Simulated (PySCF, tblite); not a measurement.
**C₇H₁₁BrSi: geometry, infrared bands and NMR shifts**

Aim: predict the infrared bands and NMR shifts of C₇H₁₁BrSi (`C=C[SiH2]C/C(C=C)=C\Br`).

Programs: tblite 0.8.0 and PySCF 2.14.0, with density-fitted response routines of our own. Each step states its level of theory. These are calculated values for one molecule in the gas phase, unless marked as measured. Atoms are numbered from 0 throughout.

## 1. The starting structure

20 atoms, charge 0, multiplicity 1; geometry from: force field or distance geometry start.

Bonds of the start (Å): C0–C1 1.35, C1–Si2 1.82, Si2–C3 1.90, C3–C4 1.54, C4–C5 1.47, C5–C6 1.34, C4–C7 1.34, C7–Br8 1.85, C0–H9 1.09, C0–H10 1.08, C1–H11 1.10, Si2–H12 1.48, Si2–H13 1.49, C3–H14 1.10, C3–H15 1.08, C5–H16 1.09, C6–H17 1.09, C6–H18 1.08, C7–H19 1.09.

## 2. Relaxing the molecule with GFN2-xTB

The job: settings as JSON, then the geometry in Å.

```
{"job": {"kind": "relax", "xc": "GFN2-xTB", "basis": "xTB"}, "charge": 0, "multiplicity": 1}
C      3.213100     0.221500     1.411600
C      2.126400    -0.350600     0.849800
Si     1.337500     0.124800    -0.719300
C     -0.336400     0.981200    -0.475500
C     -1.385400     0.176100     0.305400
C     -2.209000    -0.804500    -0.417900
C     -2.166200    -1.099000    -1.724100
C     -1.625500     0.365500     1.614600
Br    -0.776100     1.524200     2.779600
H      3.596900    -0.138400     2.361600
H      3.714100     1.063300     0.950600
H      1.649500    -1.195100     1.359700
H      2.224000     1.052500    -1.452100
H      1.167700    -1.083700    -1.569200
H     -0.139100     1.936100     0.036700
H     -0.738000     1.275900    -1.430800
H     -2.930100    -1.348900     0.189200
H     -2.838000    -1.862100    -2.124000
H     -1.497800    -0.625400    -2.422200
H     -2.392600    -0.202700     2.137800
```

Run with:

```sh
> OMP_NUM_THREADS=1 python probes_run.py task.json out
```

This one command runs all jobs of the session in turn.

**Question.** This job is followed by: GFN2-xTB harmonic vibrations, gas phase; GIAO PBE0/pcSseg-1 NMR shielding, non-relativistic, gas phase. What will the session give for the following? strongest single infrared mode (GFN2-xTB); zero-point energy (GFN2-xTB); 13C shifts against TMS (PBE0/pcSseg-1); 1H shifts against TMS (PBE0/pcSseg-1, means over atoms taken as alike); 29Si shifts against TMS (PBE0/pcSseg-1); 79Br shifts against HBr (PBE0/pcSseg-1); surface potential, 1st and 99th percentile.

The runs gave:

```
                                                              quantity                                                     value
                             strongest single infrared mode (GFN2-xTB)                                     2217 cm⁻¹, 294 km/mol
                                          zero-point energy (GFN2-xTB)                                             93.8 kcal/mol
                                13C shifts against TMS (PBE0/pcSseg-1)        150.7, 144.4, 142.6, 141.4, 132.3, 121.2, 17.8 ppm
1H shifts against TMS (PBE0/pcSseg-1, means over atoms taken as alike)  6.55, 6.50, 6.42, 6.36, 6.32, 5.53, 5.53, 4.49, 2.37 ppm
                               29Si shifts against TMS (PBE0/pcSseg-1)                                                 -43.2 ppm
                               79Br shifts against HBr (PBE0/pcSseg-1)                                                   511 ppm
                                 surface potential, 1st and 99th percentile                                        -0.65 V and 1.07 V
```

**Reading.** Relaxing lowered the energy by 0.216 eV in 70 steps; the close pair that moved most is C1–Si2, from 1.819 to 1.880 Å. No mode is imaginary among the 54: a minimum at this level. The strongest single mode, at 2217 cm⁻¹, moves mainly H13. Unscaled tight-binding wavenumbers are off by several per cent, some by more. Its intensities can rank the bands wrongly. C7 stands next to heavy halogen, whose spin-orbit shielding this run leaves out, so the computed shift lies too far downfield, most of all for carbon beside Br or I. At PBE0/pcSseg-1: The largest span, 1081 ppm, is at Br8, where the paramagnetic term is -1014 ppm. At PBE0/pcSseg-1, counted by nearest atom on the grid, the HOMO lies on Br8 23 %; C7 21 %, the LUMO on C6, C7 about 20 % each; C4, C5 about 14 % each. Spin-orbit coupling is left out, which matters for shieldings and couplings at and beside the heavy atoms.
